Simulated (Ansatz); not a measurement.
# C2H6N2Sn: the cost of one run

Method: RKS revPBE-D4/def2-SVP, in Ansatz 0.2.0.

### 1 The starting structure

Bond lengths: C1–C2 1.299 Å, C2–N3 1.278 Å, N3–Sn4 2.006 Å, Sn4–N5 2.054 Å, C1–H6 1.102 Å, C1–H7 1.085 Å, Sn4–H8 1.733 Å, Sn4–H9 1.824 Å, N5–H10 1.045 Å, N5–H11 1.045 Å. Angles: C1–C2–N3 178.1°, C2–C1–H6 120.3°, C2–C1–H7 121.1°, H6–C1–H7 117.7°, C2–N3–Sn4 119.2°, N3–Sn4–N5 112.0°, N3–Sn4–H8 111.5°, N3–Sn4–H9 106.0°, N5–Sn4–H8 110.3°, N5–Sn4–H9 108.7°, H8–Sn4–H9 108.3°, Sn4–N5–H10 102.4°, Sn4–N5–H11 104.7°, H10–N5–H11 107.5°.

Structure file:

```xyz
11

C     1.3315    1.9006    0.3892
C     0.5343    1.0443    0.9544
N    -0.2214    0.1714    1.5015
Sn   -0.9472   -1.3301    0.3867
N    -0.4631   -1.1176   -1.5980
H     1.7229    2.7571    0.9613
H     1.4878    1.8968   -0.6842
H    -0.4138   -2.8708    0.9728
H    -2.7618   -1.2506    0.5581
H     0.5813   -1.1028   -1.5737
H    -0.7852   -0.1553   -1.8474
```

### 2 End point A

The input, input.yaml:

```yaml
crystal:
  periodic: [false, false, false]
  atoms:
    - { symbol: C, position_ang: [1.3315, 1.9006, 0.3892] }
    - { symbol: C, position_ang: [0.5343, 1.0443, 0.9544] }
    - { symbol: "N", position_ang: [-0.2214, 0.1714, 1.5015] }
    - { symbol: Sn, position_ang: [-0.9472, -1.3301, 0.3867] }
    - { symbol: "N", position_ang: [-0.4631, -1.1176, -1.598] }
    - { symbol: H, position_ang: [1.7229, 2.7571, 0.9613] }
    - { symbol: H, position_ang: [1.4878, 1.8968, -0.6842] }
    - { symbol: H, position_ang: [-0.4138, -2.8708, 0.9728] }
    - { symbol: H, position_ang: [-2.7618, -1.2506, 0.5581] }
    - { symbol: H, position_ang: [0.5813, -1.1028, -1.5737] }
    - { symbol: H, position_ang: [-0.7852, -0.1553, -1.8474] }
basis:
  gaussian: { orbitals: def2-SVP }
hamiltonian:
  xc: revpbe
  dispersion: d4
relax:
  f_tol: 0.015
  max_steps: 40
```

The run is started by

```bash
$ ansatz run input.yaml --threads 2 --pin off --max-ram 3072MiB --backend cpu --events-out ev --progress --plain --runs-dir out
```

What time and memory should one allow on 2 threads of Arm Neoverse V1, shared host?

About 75 s, with a peak of 0.15 GiB.
